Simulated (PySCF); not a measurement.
# YH3(NH3): other functionals and bases at one geometry

The task here is to estimate one member of a computed series from the others.

Method: several levels, as the steps say, no spin–orbit coupling; program: PySCF 2.14.0.

1 further run of the same task is left out (for a known fault of the program).

## Starting geometry

8 atoms, charge 0, spin multiplicity 1.

Bond lengths: Y1–H2 2.007 Å, Y1–H3 2.007 Å, Y1–H4 2.007 Å, Y1–N5 2.452 Å, N5–H6 1.023 Å, N5–H7 1.023 Å, N5–H8 1.023 Å. Angles: H2–Y1–H3 118.5°, H2–Y1–H4 118.5°, H2–Y1–N5 97.1°, H3–Y1–H4 118.5°, H3–Y1–N5 97.1°, H4–Y1–N5 97.1°, Y1–N5–H6 112.3°, Y1–N5–H7 112.3°, Y1–N5–H8 112.3°, H6–N5–H7 106.5°, H6–N5–H8 106.5°, H7–N5–H8 106.5°.

Coordinates:

```xyz
8
charge 0, multiplicity 1
Y     0.3135   -0.3135    0.3135
H     1.2691    1.1707    1.2691
H    -1.1707   -1.2691    1.2691
H     1.2691   -1.2691   -1.1707
N    -1.1019    1.1019   -1.1019
H    -1.7125    1.7125   -0.5540
H    -0.5540    1.7125   -1.7125
H    -1.7125    0.5540   -1.7125
```

Formal oxidation states: Y +3. An earlier session relaxed this geometry at PBE0, Y def2-SVP with ECP28, H def2-SVP, N def2-SVP (singlet, point group C3v).

At PBE0 on the finer grid: E = -96.508338 Eh, HOMO -6.31 eV, LUMO -0.69 eV, Mulliken charge on Y1 +0.74 e, largest force component 0.011 eV/Å. 

Levels to run: TPSS; r2SCAN; PBE0, TZVP. Hardware: 2 threads of Intel Xeon at 2.50GHz (Skylake/Cascade Lake), shared host.

Set-up of the first run:

The input, run.py (the lines that set the calculation):

```python
mol = gto.M(atom='''
Y      0.31355    -0.31355     0.31355
H      1.26906     1.17068     1.26906
H     -1.17068    -1.26906     1.26906
H      1.26906    -1.26906    -1.17068
N     -1.10190     1.10190    -1.10190
H     -1.71245     1.71245    -0.55401
H     -0.55401     1.71245    -1.71245
H     -1.71245     0.55401    -1.71245''',
    basis={'Y': 'def2-SVP', 'H': 'def2-SVP', 'N': 'def2-SVP'},
    ecp={'Y': 'def2-SVP'},
    charge=0, spin=0)
mf = dft.RKS(mol, xc='TPSS')
mf.grids.atom_grid = (75, 302)
mf = mf.density_fit()  # fitting sets: Y def2-universal-JKFIT, H def2-universal-JKFIT, N def2-universal-JKFIT
mf.conv_tol = 1e-08; mf.max_cycle = 55
mf.kernel(dm0)  # dm0: the density of the relaxed state
```

Run with:

```sh
> OMP_NUM_THREADS=2 python run.py
```

Among the steps run: TPSS; r2SCAN; PBE0, TZVP.

One of the session's tables, all rows but one given; the rest of the session is left out.

```
              level  HOMO (eV)  gap (eV)  charge on Y1 (e)  dipole (D)  largest force component (eV/Å)
PBE0 (relaxed here)      -6.31      5.62              0.74        5.73                            0.01
               TPSS      -5.31      4.13              0.79        5.72                            0.18
             r2SCAN          ?         ?                 ?           ?                               ?
         PBE0, TZVP      -6.38      5.54              0.59        5.53                            0.23
```

**Question.** Estimate the row for r2SCAN.

**Answer.** HOMO (eV): -5.36; gap (eV): 4.30; charge on Y1 (e): 0.76; dipole (D): 5.71; largest force component (eV/Å): 0.07. In the column «HOMO (eV)» it lies between PBE0 (relaxed here) (-6.31) and TPSS (-5.31).

In one basis the HOMO–LUMO gap runs from 4.13 eV (TPSS) to 5.62 eV (PBE0). The largest leftover force, 0.23 eV/Å with PBE0, TZVP, stands at a geometry relaxed at another level. Total energies of different levels can't be compared.
